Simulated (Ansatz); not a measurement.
# C₆H₁₈ClN₃Zr: basis-set convergence

The task here is to estimate one member of a computed series from the others.

Computed with Ansatz 0.2.0, Gaussian basis. Level: one geometry, several basis sets.

The runs, in order: PBE0-D4/def2-SVP; ωB97M-V/def2-SVP; PBE0-D4/def2-QZVPP; ωB97M-V/def2-QZVPP; the functionals' def2-TZVPP values are taken from earlier runs.

### The relaxed structure

The geometry comes from an earlier relaxation with PBE0-D4 in a triple-zeta def2 set; it is a stationary point, not always the lowest conformer. Zr takes the def2 core potential; no spin-orbit term is included.

SMILES `C[N](C)[Zr]([Cl])([N](C)C)[N](C)C`, 29 atoms, charge 0, spin multiplicity 1.

Atoms are counted from 1 here; the program's logs count them from 0.

Bond lengths: C1–N2 1.445 Å, C1–H12 1.100 Å, C1–H13 1.099 Å, C1–H14 1.099 Å, N2–C3 1.438 Å, N2–Zr4 2.023 Å, C3–H15 1.092 Å, C3–H16 1.100 Å, C3–H17 1.100 Å, Zr4–Cl5 2.416 Å, Zr4–N6 2.023 Å, Zr4–N9 2.023 Å, N6–C7 1.445 Å, N6–C8 1.438 Å, C7–H18 1.099 Å, C7–H19 1.100 Å, C7–H20 1.099 Å, C8–H21 1.100 Å and more. Angles: N2–C1–H12 111.9°, N2–C1–H13 111.0°, N2–C1–H14 112.0°, H12–C1–H13 107.0°, H12–C1–H14 107.9°, H13–C1–H14 106.7°, C1–N2–C3 113.2°, C1–N2–Zr4 113.4°, C3–N2–Zr4 133.3°, N2–C3–H15 110.5°, N2–C3–H16 111.7°, N2–C3–H17 111.5°, H15–C3–H16 108.1°, H15–C3–H17 107.7°, H16–C3–H17 107.2°, N2–Zr4–Cl5 110.8°, N2–Zr4–N6 108.1°, N2–Zr4–N9 108.1° and more.

As a file:

```mol
C6H18ClN3Zr
  3D, bonds by distance, orders not assigned

 29 28  0  0  0  0  0  0  0  0999 V2000
   -1.6497   -2.4473    0.1950 C   0  0
   -1.4878   -1.0482    0.5158 N   0  0
   -2.3303   -0.6142    1.5969 C   0  0
   -0.2082   -0.0836   -0.7195 Zr  0  0
   -0.8772   -0.3493   -3.0258 Cl  0  0
   -0.1858    1.8709   -0.1969 N   0  0
   -1.4426    2.5408   -0.4390 C   0  0
    0.8409    2.7521    0.2887 C   0  0
    1.6450   -0.8371   -0.4187 N   0  0
    2.1667   -1.8736    0.4296 C   0  0
    2.6386   -0.2693   -1.3002 C   0  0
   -1.3806   -3.0954    1.0418 H   0  0
   -1.0068   -2.7358   -0.6485 H   0  0
   -2.6818   -2.6857   -0.0981 H   0  0
   -2.1783    0.4486    1.7966 H   0  0
   -3.3955   -0.7704    1.3709 H   0  0
   -2.1112   -1.1635    2.5241 H   0  0
   -2.1944    1.8404   -0.8291 H   0  0
   -1.8569    2.9788    0.4807 H   0  0
   -1.3443    3.3449   -1.1816 H   0  0
    0.5558    3.2147    1.2448 H   0  0
    1.0446    3.5692   -0.4192 H   0  0
    1.7710    2.2031    0.4495 H   0  0
    2.9676   -1.4957    1.0817 H   0  0
    2.5889   -2.7040   -0.1553 H   0  0
    1.3788   -2.2757    1.0698 H   0  0
    3.4567    0.2082   -0.7417 H   0  0
    2.1975    0.5021   -1.9471 H   0  0
    3.0792   -1.0252   -1.9652 H   0  0
  1  2  8  0
  2  3  8  0
  2  4  8  0
  4  5  8  0
  4  6  8  0
  6  7  8  0
  6  8  8  0
  4  9  8  0
  9 10  8  0
  9 11  8  0
  1 12  8  0
  1 13  8  0
  1 14  8  0
  3 15  8  0
  3 16  8  0
  3 17  8  0
  7 18  8  0
  7 19  8  0
  7 20  8  0
  8 21  8  0
  8 22  8  0
  8 23  8  0
 10 24  8  0
 10 25  8  0
 10 26  8  0
 11 27  8  0
 11 28  8  0
 11 29  8  0
M  END
```

Set-up of the first run:

in.yaml

```yaml
crystal:
  periodic: [false, false, false]
  atoms:
    - {symbol: C, position_ang: [-1.649661, -2.447343, 0.194993]}
    - {symbol: N, position_ang: [-1.487770, -1.048211, 0.515805]}
    - {symbol: C, position_ang: [-2.330254, -0.614171, 1.596860]}
    - {symbol: Zr, position_ang: [-0.208220, -0.083552, -0.719452]}
    - {symbol: Cl, position_ang: [-0.877226, -0.349311, -3.025765]}
    - {symbol: N, position_ang: [-0.185818, 1.870896, -0.196900]}
    - {symbol: C, position_ang: [-1.442587, 2.540753, -0.438963]}
    - {symbol: C, position_ang: [0.840931, 2.752096, 0.288662]}
    - {symbol: N, position_ang: [1.645005, -0.837065, -0.418662]}
    - {symbol: C, position_ang: [2.166732, -1.873584, 0.429625]}
    - {symbol: C, position_ang: [2.638595, -0.269258, -1.300211]}
    - {symbol: H, position_ang: [-1.380634, -3.095370, 1.041771]}
    - {symbol: H, position_ang: [-1.006837, -2.735847, -0.648473]}
    - {symbol: H, position_ang: [-2.681763, -2.685655, -0.098138]}
    - {symbol: H, position_ang: [-2.178286, 0.448567, 1.796557]}
    - {symbol: H, position_ang: [-3.395536, -0.770423, 1.370939]}
    - {symbol: H, position_ang: [-2.111227, -1.163529, 2.524125]}
    - {symbol: H, position_ang: [-2.194418, 1.840438, -0.829125]}
    - {symbol: H, position_ang: [-1.856895, 2.978796, 0.480729]}
    - {symbol: H, position_ang: [-1.344273, 3.344934, -1.181606]}
    - {symbol: H, position_ang: [0.555815, 3.214695, 1.244821]}
    - {symbol: H, position_ang: [1.044553, 3.569222, -0.419212]}
    - {symbol: H, position_ang: [1.771040, 2.203081, 0.449485]}
    - {symbol: H, position_ang: [2.967614, -1.495662, 1.081697]}
    - {symbol: H, position_ang: [2.588949, -2.704040, -0.155303]}
    - {symbol: H, position_ang: [1.378761, -2.275650, 1.069759]}
    - {symbol: H, position_ang: [3.456720, 0.208188, -0.741705]}
    - {symbol: H, position_ang: [2.197540, 0.502142, -1.947140]}
    - {symbol: H, position_ang: [3.079171, -1.025157, -1.965203]}
basis:
  gaussian: {orbitals: def2-SVP}
hamiltonian: {xc: pbe0, dispersion: d4}
output: {orbitals: {seedname: orbitals}}
```

Started as:

```bash
$ ansatz run in.yaml --threads 11 --pin off --events-out ev --progress --plain --max-ram 174080MiB --backend cpu
```

Among the steps run: PBE0-D4 in def2-SVP; ωB97M-V in def2-SVP; PBE0-D4 in def2-QZVPP; ωB97M-V in def2-QZVPP.

One table of the session follows, with a row left open; its other results are not shown here.

It belongs to the step «Functionals by basis». 

| functional | basis | HOMO (eV) | LUMO (eV) |
| --- | --- | --- | --- |
| PBE0-D4 | def2-SVP | -6.31 | 0.01 |
| PBE0-D4 | def2-TZVPP | ? | ? |
| PBE0-D4 | def2-QZVPP | -6.41 | -0.16 |
| ωB97M-V | def2-SVP | -8.61 | 1.57 |
| ωB97M-V | def2-TZVPP | -8.69 | 1.20 |
| ωB97M-V | def2-QZVPP | -8.71 | 0.80 |

Q: Estimate the row for PBE0-D4, def2-TZVPP from the others.

**Answer.** HOMO (eV): -6.39; LUMO (eV): -0.12. In the column «HOMO (eV)» it lies between PBE0-D4, def2-QZVPP (-6.41) and PBE0-D4, def2-SVP (-6.31).
